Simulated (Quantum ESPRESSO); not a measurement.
A calculation with Quantum ESPRESSO 7.5 of MnAu2 (native input, structure typed inline):

File pw.in:

```
&CONTROL
  calculation = 'scf'
  prefix = 'pwscf'
  outdir = './tmp'
  pseudo_dir = './pseudo'
  tprnfor = .true.
  tstress = .true.
  disk_io = 'low'
/
&SYSTEM
  ibrav = 0
  celldm(1) = 8
  nat = 3
  ntyp = 2
  ecutwfc = 45
  ecutrho = 360
  nbnd = 30
  occupations = 'smearing'
  smearing = 'fd'
  degauss = 0.00367493
  nspin = 2
  starting_magnetization(1) = 0
  starting_magnetization(2) = 0.2667
/
&ELECTRONS
  conv_thr = 6d-10
  electron_maxstep = 120
  mixing_beta = 0.3
/
ATOMIC_SPECIES
Au   196.9666 au_pbesol_v1.uspp.F.UPF
Mn    54.9380 mn_pbesol_v1.5.uspp.F.UPF
CELL_PARAMETERS alat
 -0.3971968098198   0.3971968098198   1.0147829289240
  0.3971968098198  -0.3971968098198   1.0147829289240
  0.3971968098198   0.3971968098198  -1.0147829289240
ATOMIC_POSITIONS crystal
Au     0.6500000000    0.6500000000    0.0000000000
Au     0.3500000000    0.3500000000    0.0000000000
Mn     0.0000000000    0.0000000000    0.0000000000
K_POINTS automatic
11 11 11 0 0 0
```

The input pp_density.in:

```
&INPUTPP
  prefix = 'pwscf'
  outdir = './tmp'
  filplot = 'density.dat'
  plot_num = 0
/
&PLOT
  nfile = 1
  filepp(1) = 'density.dat'
  iflag = 3
  output_format = 6
  fileout = 'density.cube'
/
```

Contents of pp_potential.in:

```
&INPUTPP
  prefix = 'pwscf'
  outdir = './tmp'
  filplot = 'potential.dat'
  plot_num = 11
/
&PLOT
  nfile = 1
  filepp(1) = 'potential.dat'
  iflag = 3
  output_format = 6
  fileout = 'potential.cube'
/
```

pp_spin.in

```
&INPUTPP
  prefix = 'pwscf'
  outdir = './tmp'
  filplot = 'spin.dat'
  plot_num = 6
/
&PLOT
  nfile = 1
  filepp(1) = 'spin.dat'
  iflag = 3
  output_format = 6
  fileout = 'spin.cube'
/
```

Potentials or basis: GBRV 1.5 PBEsol.

Launch:

```bash
$ OMP_NUM_THREADS=1 mpirun -n 2 pw.x -nk 2 -in pw.in > pw.out
$ OMP_NUM_THREADS=1 mpirun -n 1 pp.x -in pp_density.in > pp_density.out
$ OMP_NUM_THREADS=1 mpirun -n 1 pp.x -in pp_potential.in > pp_potential.out
$ OMP_NUM_THREADS=1 mpirun -n 1 pp.x -in pp_spin.in > pp_spin.out
```

Write the same calculation in another form: ASE script, structure from a CIF.

As run:

File run.py:

```python
import numpy as np
from ase.calculators.espresso import Espresso, EspressoProfile
import spglib
from ase import Atoms
from ase.io import read

atoms = read('MnAu2.cif')
cell, pos, num = spglib.standardize_cell((atoms.cell[:], atoms.get_scaled_positions(), atoms.numbers), to_primitive=True, symprec=1e-4)
atoms = Atoms(numbers=num, cell=cell, scaled_positions=pos, pbc=True)
start = {'Au': 0.0, 'Mn': 4.0}
atoms.set_initial_magnetic_moments([start[e] for e in atoms.get_chemical_symbols()])

input_data = {
    'control': {'calculation': 'scf', 'prefix': 'pwscf', 'outdir': './tmp', 'tprnfor': True, 'tstress': True, 'disk_io': 'nowf'},
    'system': {'ecutwfc': 45.0, 'ecutrho': 360.0, 'nbnd': 30, 'occupations': 'smearing', 'smearing': 'fd', 'degauss': 0.00367493, 'nspin': 2},
    'electrons': {'conv_thr': 6e-10, 'electron_maxstep': 120, 'mixing_beta': 0.3},
}
pseudopotentials = {'Mn': 'mn_pbesol_v1.5.uspp.F.UPF', 'Au': 'au_pbesol_v1.uspp.F.UPF'}
profile = EspressoProfile(command='mpirun -n 2 pw.x -nk 2', pseudo_dir='pseudo')
dft = Espresso(profile=profile, input_data=input_data, pseudopotentials=pseudopotentials, kpts=(11, 11, 11), koffset=(0, 0, 0))
atoms.calc = dft

print(f'energy {atoms.get_potential_energy():.8f} eV')
print('forces (eV/A)')
print(np.round(atoms.get_forces(), 6))
print('stress (eV/A^3, Voigt)')
print(np.round(atoms.get_stress(), 8))
print(f'Fermi level {dft.get_fermi_level():.4f} eV')
```

Contents of MnAu2.cif:

```cif
data_MnAu2
_cell_length_a 3.36300000
_cell_length_b 3.36300000
_cell_length_c 8.59200000
_cell_angle_alpha 90.00000000
_cell_angle_beta 90.00000000
_cell_angle_gamma 90.00000000
_space_group_name_H-M_alt 'I4/mmm'
_space_group_name_Hall '-I 4 2'
_space_group_IT_number 139
loop_
_space_group_symop_operation_xyz
'x,y,z'
'-x,-y,-z'
'-y,x,z'
'y,-x,-z'
'-x,-y,z'
'x,y,-z'
'y,-x,z'
'-y,x,-z'
'x,-y,-z'
'-x,y,z'
'-y,-x,-z'
'y,x,z'
'-x,y,-z'
'x,-y,z'
'y,x,-z'
'-y,-x,z'
'x+1/2,y+1/2,z+1/2'
'-x+1/2,-y+1/2,-z+1/2'
'-y+1/2,x+1/2,z+1/2'
'y+1/2,-x+1/2,-z+1/2'
'-x+1/2,-y+1/2,z+1/2'
'x+1/2,y+1/2,-z+1/2'
'y+1/2,-x+1/2,z+1/2'
'-y+1/2,x+1/2,-z+1/2'
'x+1/2,-y+1/2,-z+1/2'
'-x+1/2,y+1/2,z+1/2'
'-y+1/2,-x+1/2,-z+1/2'
'y+1/2,x+1/2,z+1/2'
'-x+1/2,y+1/2,-z+1/2'
'x+1/2,-y+1/2,z+1/2'
'y+1/2,x+1/2,-z+1/2'
'-y+1/2,-x+1/2,z+1/2'
loop_
_atom_site_label
_atom_site_type_symbol
_atom_site_symmetry_multiplicity
_atom_site_Wyckoff_symbol
_atom_site_fract_x
_atom_site_fract_y
_atom_site_fract_z
_atom_site_occupancy
Au1 Au 4 e 0.5000000000 0.5000000000 0.1500000000 1
Mn1 Mn 2 a 0.0000000000 0.0000000000 0.0000000000 1
```

Potentials or basis: GBRV 1.5 PBEsol.

Run with:

```sh
$ OMP_NUM_THREADS=1 python run.py
```

Both were run:

|  | native input, structure typed inline | ASE script, structure from a CIF |
| --- | --- | --- |
| Pressure | 1.0 GPa | 1.0 GPa |
| Largest force | 1.994 eV/Å | 1.994 eV/Å |
| Band gap on the k mesh | none (metal or under the smearing width) | none (metal or under the smearing width) |
| Net moment | 4.02 μB per cell | 4.02 μB per cell |
| Absolute moment | 4.25 μB per cell | 4.25 μB per cell |
| Site moments | Au +0.08; Mn +3.81 μB | Au +0.08; Mn +3.81 μB |
| Valence electrons inside the program's atomic spheres | Au 8.52; Mn 13.53 | Au 8.52; Mn 13.53 |

Keys that steer only the numerical path or the files written may differ.

Caveat: forces of over 1 eV/Å show positions far from the minimum, so gaps and moduli don't describe the material at rest.
